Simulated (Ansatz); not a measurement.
Here is an Ansatz input file for C₃H₈SSi, SMILES CC1(S)C[SiH2]1. Write the same calculation for the Python package.

```yaml
crystal:
  periodic: [false, false, false]
  atoms:
    - { symbol: C, position_ang: [-0.871, 0.2187, 1.1699] }
    - { symbol: C, position_ang: [-0.2629, 0.2511, -0.1956] }
    - { symbol: S, position_ang: [-0.64, 1.6646, -1.1987] }
    - { symbol: C, position_ang: [-0.0103, -1.0551, -0.8859] }
    - { symbol: Si, position_ang: [1.5164, -0.3336, -0.2795] }
    - { symbol: H, position_ang: [-2.01, 0.3235, 1.0497] }
    - { symbol: H, position_ang: [-0.6681, -0.6341, 1.7476] }
    - { symbol: H, position_ang: [-0.5647, 1.1477, 1.7438] }
    - { symbol: H, position_ang: [-0.2824, 2.6366, -0.2576] }
    - { symbol: H, position_ang: [-0.1565, -1.1202, -1.9375] }
    - { symbol: H, position_ang: [-0.3936, -1.9716, -0.3506] }
    - { symbol: H, position_ang: [2.3881, -0.016, -1.4196] }
    - { symbol: H, position_ang: [1.9753, -1.1464, 0.8289] }
basis:
  gaussian: { orbitals: def2-SVP }
hamiltonian:
  xc: hf
output:
  forces: true
```

Launched from the shell:
```console
$ ansatz run input.yaml --threads 1 --pin off --max-ram 4096MiB --backend cpu --events-out ev --progress --plain --runs-dir out
Engine: ansatz 0.2.0, aarch64-unknown-linux-gnu
Functional definition: HF
  exchange = exact_x
  correlation = 0
1178 factors; integrals over basis functions are off by at most 1.3e-3 eV
mean field evaluation 1: about -21884.1659 eV, gradient 3.0e1 eV
mean field evaluation 2: about -21884.1711 eV, gradient 3.0e1 eV
mean field evaluation 4: about -21887.1588 eV, gradient 4.4e0 eV
mean field evaluation 8: about -21887.2234 eV, gradient 2.4e-4 eV
mean field -21887.22335377 eV, -804.3406225581 hartree, gradient 1.3e-5 eV, S^2 0.000000; 0 other end points of the search recorded, 0 dependent functions left out
the calculation of the forces begins
reference -21887.22335377 eV, -804.3406225581 hartree; 28, 28 occupied and 90, 90 virtual orbitals, 1178 factors
Total energy: -21887.22335377 eV, -804.3406225581 hartree
Atom 0 at    -0.871000     0.218700     1.169900 Å, force    -2.822754     3.319694    -0.117463 eV/Å
Atom 1 at    -0.262900     0.251100    -0.195600 Å, force     1.708364     0.303915     0.972168 eV/Å
Atom 2 at    -0.640000     1.664600    -1.198700 Å, force    -0.326944     1.544392     0.484622 eV/Å
Atom 3 at    -0.010300    -1.055100    -0.885900 Å, force    -1.890619    -2.563527     0.272279 eV/Å
Atom 4 at     1.516400    -0.333600    -0.279500 Å, force     1.052937    -0.282620    -0.335549 eV/Å
Atom 5 at    -2.010000     0.323500     1.049700 Å, force     1.513907    -0.401104     0.357900 eV/Å
Atom 6 at    -0.668100    -0.634100     1.747600 Å, force     0.499669    -1.347628     0.693590 eV/Å
Atom 7 at    -0.564700     1.147700     1.743800 Å, force    -0.289818    -1.245532    -0.492806 eV/Å
Atom 8 at    -0.282400     2.636600    -0.257600 Å, force    -0.319762    -1.104286    -1.168541 eV/Å
Atom 9 at    -0.156500    -1.120200    -1.937500 Å, force    -0.347365     0.035577    -0.849175 eV/Å
Atom 10 at    -0.393600    -1.971600    -0.350600 Å, force     0.208170     1.202536    -0.727393 eV/Å
Atom 11 at     2.388100    -0.016000    -1.419600 Å, force     0.350442     0.425010     0.388110 eV/Å
Atom 12 at     1.975300    -1.146400     0.828900 Å, force     0.663772     0.113576     0.522259 eV/Å
Dipole moment:     0.197163    -0.033065     0.296108 e Å
```

`c3h8ssi_energy.py`:
```python
"""Single point of C3H8SSi in a Gaussian basis."""

import ansatz as az
from ase import Atoms
import numpy as np

atoms = Atoms(["C", "C", "S", "C", "Si", "H", "H", "H", "H", "H", "H", "H", "H"], positions=[
    [-0.871, 0.2187, 1.1699],
    [-0.2629, 0.2511, -0.1956],
    [-0.64, 1.6646, -1.1987],
    [-0.0103, -1.0551, -0.8859],
    [1.5164, -0.3336, -0.2795],
    [-2.01, 0.3235, 1.0497],
    [-0.6681, -0.6341, 1.7476],
    [-0.5647, 1.1477, 1.7438],
    [-0.2824, 2.6366, -0.2576],
    [-0.1565, -1.1202, -1.9375],
    [-0.3936, -1.9716, -0.3506],
    [2.3881, -0.016, -1.4196],
    [1.9753, -1.1464, 0.8289],
])
geometry = az.Crystal.molecule_from_ase(atoms)

job = geometry.calculation().basis(gaussian="def2-SVP").functional("HF").forces()
trace = []
outcome = job.session().plan().execute(on_event=trace.append)
summary = outcome.report
for event in trace:
    if event["event"] == "mean_field_evaluation" and event["data"]["evaluation"] <= 25:
        print("pass {evaluation:3d}  E = {energy_ev:.6f} eV  gradient {gradient_ev:.1e}".format(**event["data"]))

for key in ("converged", "free_energy_ev", "reference_energy_ev", "n_frozen", "n_occupied", "n_virtual"):
    print(f"{key:22s} {summary[key]}")

symbols = [site.symbol for site in geometry.cartesian_sites]
print("forces (eV/A)")
for symbol, f in zip(symbols, summary["forces_ev_ang"]):
    print(f"  {symbol:2s} {f[0]:9.4f} {f[1]:9.4f} {f[2]:9.4f}")

charges = summary["charge_distribution"]
dipole = np.array(charges["dipole_moment_e_ang"]) * 4.803205
print("dipole (D): {:.3f} {:.3f} {:.3f}, length {:.3f}".format(*dipole, np.linalg.norm(dipole)))
print("atom  Mulliken   Lowdin")
for symbol, m, l in zip(symbols, charges["mulliken_charges_e"], charges["lowdin_charges_e"]):
    print(f"{symbol:4s} {m:9.3f} {l:8.3f}")
```

```console
$ python c3h8ssi_energy.py
pass   1  E = -21884.165853 eV  gradient 3.0e+01
pass   2  E = -21884.171108 eV  gradient 3.0e+01
pass   3  E = -21886.690932 eV  gradient 1.3e+01
pass   4  E = -21887.158817 eV  gradient 4.4e+00
pass   5  E = -21887.219736 eV  gradient 1.1e+00
pass   6  E = -21887.223294 eV  gradient 2.3e-01
pass   7  E = -21887.223087 eV  gradient 2.3e-01
pass   8  E = -21887.223354 eV  gradient 2.4e-04
pass   9  E = -21887.223354 eV  gradient 2.8e-04
pass  10  E = -21887.223354 eV  gradient 1.3e-05
pass  11  E = -21887.223354 eV  gradient 1.3e-05
converged              True
free_energy_ev         -21887.223353765927
reference_energy_ev    -21887.223353765927
n_frozen               0
n_occupied             [28, 28]
n_virtual              [90, 90]
forces (eV/A)
  C    -2.8228    3.3197   -0.1175
  C     1.7084    0.3039    0.9722
  S    -0.3269    1.5444    0.4846
  C    -1.8906   -2.5635    0.2723
  Si    1.0529   -0.2826   -0.3355
  H     1.5139   -0.4011    0.3579
  H     0.4997   -1.3476    0.6936
  H    -0.2898   -1.2455   -0.4928
  H    -0.3198   -1.1043   -1.1685
  H    -0.3474    0.0356   -0.8492
  H     0.2082    1.2025   -0.7274
  H     0.3504    0.4250    0.3881
  H     0.6638    0.1136    0.5223
dipole (D): 0.947 -0.159 1.422, length 1.716
atom  Mulliken   Lowdin
C        0.117    0.052
C       -0.602   -0.383
S       -0.018    0.296
C       -0.167   -0.098
Si       0.550    0.286
H        0.046    0.008
H        0.025   -0.013
H        0.034    0.001
H        0.067   -0.027
H        0.072    0.001
H        0.082    0.029
H       -0.093   -0.072
H       -0.113   -0.082
```

Caveats:
- Total energies depend on the basis set; only differences at equal settings carry meaning.
- The geometry is a force-field or estimated start, not a minimum of this method, and the basis set is short of its limit.
- The Löwdin charges here are taken after orthogonalising the functions within each atom; they differ from plain Löwdin charges, and their signs can be unphysical.
- Early passes use coarser integrals and grids, so their energies can't be compared with the last.
- Finished in 3.6 s on 1 thread of Arm Neoverse V1, on a shared host, peak memory 0.31 GiB.

(Lines on the test bed's own set-up are left out of the output.)
